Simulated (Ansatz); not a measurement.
This geometry of a periodic cell of 13 atoms, Sn$_{8}$Ru$_{4}$C (host Sn2Ru, host structure I4/mcm, interstitial C) is a first-order saddle point.

Level of theory: DFT PBEsol, scalar-relativistic, plane waves, PAW (Ansatz). Settings: cutoff 420 eV, k mesh 3x3x4, gaussian smearing 0.05 eV, no spin polarisation.

```xyz
13
Lattice="6.3890 0.0000 0.0000 0.0000 6.3890 0.0000 0.0000 0.0000 5.6930" Properties=species:S:1:pos:R:3
Sn 0.794 4.335 -0.213
Sn 2.062 1.071 0.055
Sn 2.063 5.377 2.836
Sn 0.798 2.114 3.101
Ru 0.016 0.030 1.445
Ru -0.235 0.032 4.292
Sn 4.124 1.059 2.874
Sn 5.282 4.340 2.932
Sn 5.279 2.111 -0.041
Sn 4.124 5.390 0.018
Ru 2.997 3.224 4.294
Ru 3.459 3.224 1.448
C 1.607 3.227 1.443
```

(1) Which two structures does it join? (They come from a converged band through this point; their orientation in space is the band's.)

(2) How far does it lie above each of them?

Answers

(1) The atom that moves furthest is C13, by 3.01 Å; four of its nearest neighbours are Ru12 1.85, Ru5 1.85, Sn1 2.22, Sn3 2.23 Å at the first end and Ru5 1.84, Ru12 1.84, Sn4 2.23, Sn2 2.23 Å at the last.

First end point:

```xyz
13
Lattice="6.3890 0.0000 0.0000 0.0000 6.3890 0.0000 0.0000 0.0000 5.6930" Properties=species:S:1:pos:R:3
Sn 0.749 3.940 -0.456
Sn 2.100 1.030 0.068
Sn 2.329 5.520 3.392
Sn 0.979 2.041 2.866
Ru 0.235 -0.354 1.468
Ru -0.108 -0.012 4.314
Sn 4.274 1.076 2.850
Sn 5.239 4.169 2.866
Sn 5.193 1.995 0.085
Sn 4.229 5.291 0.068
Ru 3.186 3.083 4.314
Ru 2.845 3.426 1.468
C 1.540 4.730 1.467
```

Last end point:

```xyz
13
Lattice="6.3890 0.0000 0.0000 0.0000 6.3890 0.0000 0.0000 0.0000 5.6930" Properties=species:S:1:pos:R:3
Sn 0.915 4.408 0.024
Sn 2.266 0.929 -0.500
Sn 2.035 5.420 2.824
Sn 0.684 2.511 3.348
Ru 0.171 0.415 1.424
Ru -0.172 0.073 4.270
Sn 4.164 1.160 2.824
Sn 5.127 4.456 2.806
Sn 5.175 2.280 0.024
Sn 4.211 5.372 0.041
Ru 3.121 3.367 4.270
Ru 2.780 3.024 1.424
C 1.475 1.719 1.424
```

(2) 1.07 eV above the first and 1.07 eV above the second. This is the barrier of this one path; another mechanism may lie lower. Limits of this set-up: coarse k mesh, a small cell, in which the defect meets its images, a typed lattice constant that wasn't relaxed here.

The run took 44 min on 4 threads of Arm Neoverse V1 (shared host), peak memory 2.9 GiB.
